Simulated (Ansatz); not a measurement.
# WCl+ (septet): from Hartree-Fock to the top rungs, def2-SVP

The task here is to estimate one member of a computed series from the others.

Program: Ansatz 0.2.0, Gaussian basis. Level of theory: def2-SVP, core rule «outside noble gas», up to 9 orbitals frozen. These are calculated values, not measurements.

The runs, in order: UHF; CCSD(T) on ROHF; CCSD(T) on UHF; CISD as a restricted active space (open shells left free, so some higher excitations enter); CCSDT(Q) on ROHF; CCSDT(Q) on UHF.

13 further runs of the same task are left out: 2 for a known fault of the program, 6 that didn't finish, 5 set aside as unsound or not needed. Runs told in other sessions of the task aren't counted.

### The geometry

The geometry is a PBE0/def2-TZVP stationary point (not a proven minimum). No spin-orbit coupling is included. Elements past krypton take def2 core potentials.

2 atoms, charge 1, spin multiplicity 7.

Atoms are counted from 1 here; the program's logs count them from 0.

Bond lengths: W1–Cl2 2.513 Å.

Set-up of the first run:

File in.yaml:

```yaml
crystal:
  periodic: [false, false, false]
  atoms:
    - {symbol: W, position_ang: [0.000000, 0.000000, 0.000000]}
    - {symbol: Cl, position_ang: [0.000000, 0.000000, 2.513200]}
basis:
  gaussian: {orbitals: def2-SVP}
total_charge: 1
magnetization: {spin_polarized: true, initial_magnetization: 6}
hamiltonian: {xc: hf}
output: {orbitals: {seedname: orbitals}}
```

Launch:

```bash
$ ansatz run in.yaml --threads 1 --pin off --events-out ev --progress --plain --max-ram 2393MiB
```

Steps of the session up to this table: UHF; CCSD(T) on ROHF; CCSD(T) on UHF; CISD as a restricted active space (open shells left free, so some higher excitations enter); CCSDT(Q) on ROHF; CCSDT(Q) on UHF.

One table of the session follows, with a row left open; its other results are not shown here.

| method | from RCCSDT(Q) (meV) |
| --- | --- |
| ROHF | +5129.4 |
| UHF | +4892.0 |
| RMP2 | ? |
| UMP2 | +640.5 |
| CISD | +361.7 |
| RCCSD | +93.8 |
| UCCSD | -16.5 |
| RCCSD(T) | +20.6 |
| UCCSD(T) | -87.0 |
| RCCSDT | +5.9 |
| UCCSDT | -101.4 |
| RCCSDT(Q) | 0 |
| UCCSDT(Q) | -107.3 |

Q: Estimate the row for RMP2 from the others.

**Answer.** from RCCSDT(Q) (meV): +736.0. In the column «from RCCSDT(Q) (meV)» it lies between UMP2 (+640.5) and UHF (+4892.0).

Limits of these values: Restricted and unrestricted rows rest on different reference determinants; a gap between their highest levels can come from leftover correlation error, from unlike frozen cores or from another state.
